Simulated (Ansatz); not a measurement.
# Alloy of GaSb and InAs (20 of 32 Ga sites, 20 of 32 Sb sites exchanged), 64 atoms

Aim: relax the alloy cell and compare the gap by PBEsol, HSE06 and r²SCAN.

Program: Ansatz 0.2.0, PAW, plane waves. These are calculated values, not measurements.

### 1 The system as built

64 atoms (12 Ga, 20 In, 20 As, 12 Sb); a = 12.194 Å, b = 12.194 Å, c = 12.194 Å, α = 90.00°, β = 90.00°, γ = 90.00°. All atoms were shaken off their sites by about 0.02 Å along each axis.

Steps to follow: (2) PBEsol cell relaxation at the single k point (¼, ¼, ¼), on 1 × NVIDIA GB200 with 8 threads of Arm Neoverse-V2; (3) HSE06 single point at the Γ point alone, on 1 × NVIDIA GB200 with 8 threads of Arm Neoverse-V2; (4) r²SCAN single point at the Γ point alone, on 1 × NVIDIA GB200 with 8 threads of Arm Neoverse-V2.

### 2 Relaxing cell and atoms with PBEsol

The input, in.yaml:

```yaml
crystal:
  lattice:
    - [12.194477, 0.000000, 0.000000]
    - [0.000000, 12.194477, 0.000000]
    - [0.000000, 0.000000, 12.194477]
  atoms:
    - { symbol: Ga, position: [0.997937, 0.000718, 0.001730] }
    - { symbol: Ga, position: [0.503156, 0.499663, 0.002686] }
    - { symbol: Ga, position: [0.500996, 0.499892, 0.500812] }
    - { symbol: Ga, position: [0.250922, 0.248264, 0.501063] }
    - { symbol: Ga, position: [0.247776, 0.748943, 0.999736] }
    - { symbol: Ga, position: [0.748519, 0.747724, 0.502278] }
    - { symbol: Ga, position: [0.749206, 0.502301, 0.750117] }
    - { symbol: Ga, position: [0.999612, 0.250794, 0.750038] }
    - { symbol: Ga, position: [0.000607, 0.750990, 0.750350] }
    - { symbol: Ga, position: [0.500292, 0.247979, 0.749228] }
    - { symbol: Ga, position: [0.501237, 0.752757, 0.249063] }
    - { symbol: Ga, position: [0.503086, 0.749186, 0.750403] }
    - { symbol: In, position: [0.002519, 0.998794, 0.500312] }
    - { symbol: In, position: [0.001157, 0.497399, 0.002574] }
    - { symbol: In, position: [0.000557, 0.500626, 0.501810] }
    - { symbol: In, position: [0.503992, 0.004631, 0.002762] }
    - { symbol: In, position: [0.500837, 0.998104, 0.502583] }
    - { symbol: In, position: [0.251936, 0.252185, 0.002999] }
    - { symbol: In, position: [0.250865, 0.751471, 0.496029] }
    - { symbol: In, position: [0.747594, 0.246927, 0.999510] }
    - { symbol: In, position: [0.749200, 0.250683, 0.499844] }
    - { symbol: In, position: [0.749086, 0.750810, 0.999382] }
    - { symbol: In, position: [0.250292, 0.999085, 0.249071] }
    - { symbol: In, position: [0.249851, 0.999625, 0.749807] }
    - { symbol: In, position: [0.250990, 0.499957, 0.249024] }
    - { symbol: In, position: [0.249476, 0.499232, 0.749926] }
    - { symbol: In, position: [0.751229, 0.000288, 0.248990] }
    - { symbol: In, position: [0.748569, 0.000123, 0.750579] }
    - { symbol: In, position: [0.750379, 0.500923, 0.249378] }
    - { symbol: In, position: [0.001022, 0.249510, 0.249502] }
    - { symbol: In, position: [0.997619, 0.749588, 0.251170] }
    - { symbol: In, position: [0.499823, 0.252770, 0.249329] }
    - { symbol: As, position: [0.124175, 0.124940, 0.124991] }
    - { symbol: As, position: [0.125887, 0.625642, 0.125188] }
    - { symbol: As, position: [0.630329, 0.624575, 0.124352] }
    - { symbol: As, position: [0.373917, 0.375427, 0.125797] }
    - { symbol: As, position: [0.374476, 0.375311, 0.625696] }
    - { symbol: As, position: [0.374334, 0.872854, 0.625673] }
    - { symbol: As, position: [0.874603, 0.373161, 0.123911] }
    - { symbol: As, position: [0.875067, 0.875355, 0.125344] }
    - { symbol: As, position: [0.875790, 0.873015, 0.624953] }
    - { symbol: As, position: [0.377232, 0.125970, 0.373588] }
    - { symbol: As, position: [0.374341, 0.125881, 0.877578] }
    - { symbol: As, position: [0.376216, 0.625106, 0.376878] }
    - { symbol: As, position: [0.375860, 0.622921, 0.875414] }
    - { symbol: As, position: [0.877477, 0.125561, 0.876804] }
    - { symbol: As, position: [0.873419, 0.624092, 0.874278] }
    - { symbol: As, position: [0.126386, 0.376742, 0.374043] }
    - { symbol: As, position: [0.125468, 0.375534, 0.874712] }
    - { symbol: As, position: [0.128270, 0.875714, 0.375324] }
    - { symbol: As, position: [0.625012, 0.375404, 0.880566] }
    - { symbol: As, position: [0.623645, 0.876274, 0.875190] }
    - { symbol: Sb, position: [0.125018, 0.122669, 0.626060] }
    - { symbol: Sb, position: [0.124830, 0.623957, 0.629679] }
    - { symbol: Sb, position: [0.625580, 0.124907, 0.126344] }
    - { symbol: Sb, position: [0.624751, 0.126734, 0.627594] }
    - { symbol: Sb, position: [0.624333, 0.623806, 0.622003] }
    - { symbol: Sb, position: [0.375165, 0.875273, 0.121790] }
    - { symbol: Sb, position: [0.874968, 0.376017, 0.623311] }
    - { symbol: Sb, position: [0.873587, 0.128244, 0.373486] }
    - { symbol: Sb, position: [0.873545, 0.622598, 0.376884] }
    - { symbol: Sb, position: [0.125704, 0.875848, 0.875801] }
    - { symbol: Sb, position: [0.626469, 0.375872, 0.377180] }
    - { symbol: Sb, position: [0.624638, 0.874103, 0.375738] }
  symmetry: { detect: false }
kpoints:
  mp_grid: { grid: [1, 1, 1], shift: [0.25, 0.25, 0.25] }
hamiltonian:
  xc: pbesol
scf:
  occupations: { method: fermi_dirac, width: 0.01 }
relax:
  f_tol: 0.03
  max_steps: 80
  escape_saddle: false
  adjacent_minimum: "off"
  cell: { fix: [shape] }
output:
  forces: true
  eigenvalues: true
  populations: true
```

Started as:

```bash
$ ansatz run in.yaml --threads 8 --pin off --max-ram 118750MiB --runs-dir r --events-out ev --progress --plain --backend cuda --devices 0, --max-vram 170GiB
```

Further steps of the session: HSE06 on the final geometry; r²SCAN on the same atoms.

Q: Predict the outcome of this session. Wanted: for each run, top filled to lowest empty.

As calculated:

| level | time | k points | top filled to lowest empty (eV) |
| --- | --- | --- | --- |
| PBEsol, relaxation | 7.5 s (GPU) | (¼, ¼, ¼) | 0.82 |
| HSE06 | 47 s (GPU) | Γ | 0.45 |
| r²SCAN | 5.7 s (GPU) | Γ | 0.09 |

| quantity | value |
| --- | --- |
| relaxation | 5 recorded steps, 4.80 eV gained |
| largest shift | 0.30 Å (Sb59) |
| relaxed cell | a = 12.181 Å, b = 12.181 Å, c = 12.181 Å, α = 90.00°, β = 90.00°, γ = 90.00° |
| mean bonds | As–Ga 2.495, As–In 2.642, Ga–Sb 2.651, In–Sb 2.779 Å |

**In words.** Relaxation gains 4.80 eV, with shifts up to 0.30 Å (Sb59), while the volume changes by -0.3 %. The mean lengths of the listed bonds run from As–Ga 2.50 Å to In–Sb 2.78 Å. At the same k points, r²SCAN gives a spacing 0.36 eV smaller than the 0.45 eV of HSE06. The relaxation ran on other k points, so part of any difference from the later rows can come from the mesh. The price of HSE06 is about 8.2 times the time of r²SCAN here. A spacing under 0.2 eV need not be a band gap: disorder can split levels that lie at the Fermi energy. Spin–orbit coupling is left out, which matters for the band edges of the heavier elements here. With one k point the spacing samples only the states that fold onto it, so it can exceed the gap over the zone.
